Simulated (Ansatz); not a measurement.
# C3H9FNO2Ta: small, medium and large basis sets

An exercise on one series of results from a longer session: the logs are not shown, and one member is left open.

Computed with Ansatz 0.2.0, Gaussian basis. Level: one geometry, several basis sets.

Plan: PBE0-D4/def2-SVP; ωB97M-V/def2-SVP; PBE0-D4/def2-QZVPP; ωB97M-V/def2-QZVPP; the functionals' def2-TZVPP values are taken from earlier runs.

5 further runs of the same task are left out: 5 that didn't finish.

### Structure used throughout

The geometry comes from an earlier relaxation with PBE0-D4 in a triple-zeta def2 set; it is a stationary point, not always the lowest conformer. Ta takes the def2 core potential; no spin-orbit term is included.

SMILES `C[O][Ta](=[O])([F])[N](C)C`, 17 atoms, charge 0, spin multiplicity 1.

Atoms are counted from 1 here; the program's logs count them from 0.

Bond lengths: C1–O2 1.401 Å, C1–H9 1.093 Å, C1–H10 1.094 Å, C1–H11 1.094 Å, O2–Ta3 1.892 Å, Ta3–O4 1.723 Å, Ta3–F5 1.901 Å, Ta3–N6 1.971 Å, N6–C7 1.447 Å, N6–C8 1.451 Å, C7–H12 1.098 Å, C7–H13 1.089 Å, C7–H14 1.098 Å, C8–H15 1.097 Å, C8–H16 1.097 Å, C8–H17 1.095 Å. Angles: O2–C1–H9 109.5°, O2–C1–H10 109.7°, O2–C1–H11 111.2°, H9–C1–H10 108.6°, H9–C1–H11 108.9°, H10–C1–H11 108.9°, C1–O2–Ta3 145.5°, O2–Ta3–O4 110.9°, O2–Ta3–F5 110.0°, O2–Ta3–N6 109.1°, O4–Ta3–F5 111.3°, O4–Ta3–N6 105.3°, F5–Ta3–N6 110.1°, Ta3–N6–C7 128.7°, Ta3–N6–C8 118.6°, C7–N6–C8 112.7°, N6–C7–H12 110.8°, N6–C7–H13 110.3° and more.

The first run:

The input, in.yaml:

```yaml
crystal:
  periodic: [false, false, false]
  atoms:
    - {symbol: C, position_ang: [-0.752778, 3.043224, 0.402938]}
    - {symbol: O, position_ang: [-0.374673, 1.921395, -0.346379]}
    - {symbol: Ta, position_ang: [0.961601, 0.611881, -0.628304]}
    - {symbol: O, position_ang: [2.318173, 0.888711, 0.397139]}
    - {symbol: F, position_ang: [1.473069, 0.587918, -2.459045]}
    - {symbol: N, position_ang: [0.259984, -1.151747, -0.096733]}
    - {symbol: C, position_ang: [0.785447, -2.077355, 0.884008]}
    - {symbol: C, position_ang: [-0.966602, -1.623867, -0.710701]}
    - {symbol: H, position_ang: [-1.026767, 3.857604, -0.273061]}
    - {symbol: H, position_ang: [-1.619859, 2.798016, 1.022828]}
    - {symbol: H, position_ang: [0.062360, 3.378620, 1.050904]}
    - {symbol: H, position_ang: [0.054261, -2.256471, 1.683184]}
    - {symbol: H, position_ang: [1.695986, -1.679162, 1.330006]}
    - {symbol: H, position_ang: [1.017168, -3.045458, 0.421755]}
    - {symbol: H, position_ang: [-1.750087, -1.781843, 0.041352]}
    - {symbol: H, position_ang: [-0.804521, -2.570368, -1.240958]}
    - {symbol: H, position_ang: [-1.351861, -0.901599, -1.438634]}
basis:
  gaussian: {orbitals: def2-SVP}
hamiltonian: {xc: pbe0, dispersion: d4}
output: {orbitals: {seedname: orbitals}}
```

Steps of the session up to this table: PBE0-D4 in def2-SVP; ωB97M-V in def2-SVP; PBE0-D4 in def2-QZVPP; ωB97M-V in def2-QZVPP.

One table of the session follows, with a row left open; its other results are not shown here.

It belongs to the step «Functionals by basis». 

```
functional       basis  HOMO (eV)  LUMO (eV)
   PBE0-D4    def2-SVP      -7.03      -0.31
   PBE0-D4  def2-TZVPP      -7.09      -0.30
   PBE0-D4  def2-QZVPP      -7.11      -0.37
   ωB97M-V    def2-SVP      -9.29       1.51
   ωB97M-V  def2-TZVPP          ?          ?
   ωB97M-V  def2-QZVPP      -9.37       0.80
```

Q: Estimate the row for ωB97M-V, def2-TZVPP from the others.

As computed: HOMO (eV): -9.35; LUMO (eV): 1.24. In the column «HOMO (eV)» it lies between ωB97M-V, def2-QZVPP (-9.37) and ωB97M-V, def2-SVP (-9.29).
